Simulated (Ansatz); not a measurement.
# B5Ru: a trial structure relaxed, part 3 of 3

The task: take a trial cell of B5Ru to zero force and stress.

Ansatz 0.2.0; DFT PBE, scalar-relativistic, plane waves, PAW. The steps go on from the part before.

**5. Changed: occupations.method tetrahedron, width left out**

Input file input.yaml:

```yaml
crystal:
  lattice:
    - [0.0, 2.8014941829, 2.8014941829]
    - [2.8014941829, 0.0, 2.8014941829]
    - [2.8014941829, 2.8014941829, 0.0]
  atoms:
    - { symbol: B, position: [0.1222467751, 0.1222467751, 0.6332596748] }
    - { symbol: B, position: [0.1222467751, 0.6332596748, 0.1222467751] }
    - { symbol: B, position: [0.75, 0.75, 0.75] }
    - { symbol: B, position: [0.1222467751, 0.1222467751, 0.1222467751] }
    - { symbol: B, position: [0.6332596748, 0.1222467751, 0.1222467751] }
    - { symbol: Ru, position: [0.5, 0.5, 0.5] }
basis:
  ecutwfc: 420
kpoints:
  mp_grid: { grid: [12, 12, 12] }
hamiltonian:
  xc: pbe
scf:
  occupations: { method: tetrahedron }
output:
  forces: true
  eigenvalues: true
  stress: true
```

The run is started by

```console
ansatz run input.yaml --threads 1 --pin off --max-ram 2048MiB --backend cpu --events-out ev --progress --plain --runs-dir out
```

Standard output, cut to the lines that bear on the results:

```text
Warning: output.forces, output.stress, relax.cell or npt_langevin: where a Kohn–Sham band that disperses or a degenerate level is filled in part under the method tetrahedron, the forces or the stress that this run publishes need not agree with its energy (scf.occupations.method in the [...]
Warning: RAYON_NUM_THREADS=1 ignored (pool sized by the plan → 1); use --threads N
[...]
Pseudopotentials: kind: paw
Pseudopotential: B, paw, valence charge 3, recommended cutoff 420 eV (normal), B.paw.azcp
Pseudopotential: Ru, paw, valence charge 16, recommended cutoff 420 eV (normal), Ru.paw.azcp
[...]
--- Forces (eV/Å), atoms counted from 1 ---
  atom   1  B     -0.00300635    -0.00300635     0.00300635
  atom   2  B     -0.00300635     0.00300635    -0.00300635
  atom   3  B     -0.00000000     0.00000000    -0.00000000
  atom   4  B      0.00300635     0.00300635     0.00300635
  atom   5  B      0.00300635    -0.00300635    -0.00300635
  atom   6  Ru    -0.00000000     0.00000000     0.00000000
[...]
--- Stress (GPa, compression-positive) ---
       -0.037630       0.000000      -0.000000
       -0.000000      -0.037630      -0.000000
        0.000000      -0.000000      -0.037630
  P = ⅓ Tr σ = -0.0376 GPa (-0.376 kbar)
--- Band table (eV; the first three rows and the last of 72) ---
[... band rows left out ...]
[...]
```

Wall time 6.7 s (1 thread of Intel Xeon Platinum 8259CL at 2.50GHz (Skylake/Cascade Lake), shared host); peak memory 0.49 GiB.

| run | ending | energy change | pressure (GPa) | gap (eV) | force (eV/Å) | cycles | time |
| --- | --- | --- | --- | --- | --- | --- | --- |
| step 4 | converged | 0 | 0.0 | 0.00 | 0.00 | - | 36 s |
| variant | converged | -0.2 meV/atom (σ→0) | 0.0 | 0.00 | 0.01 | 7 | 6.7 s |

Changing the smearing leaves the energy as it was (-0.2 meV/atom).

**6. Outcome**

What follows sums up all 3 parts. Changes of volume or cell count from the first structure of part 1.

| quantity | value |
| --- | --- |
| symmetry at the end (tolerance 0.05 Å) | space group F-43m (No. 216) |
| conventional cell | a = 5.603 Å, b = 5.603 Å, c = 5.603 Å, α = 90.00°, β = 90.00°, γ = 90.00° |
| volume | 7.33 Å³/atom |
| energy over the elements | +0.91 eV/atom |
| gap on the mesh | none (metal) |

What this shows: The space group F-43m (No. 216) is kept, and the volume per atom shrinks by 17.6 % from the first guess. With a positive formation energy it can't be a ground state. No finished test with a distortion of lower symmetry is shown, so the end may be a saddle point.
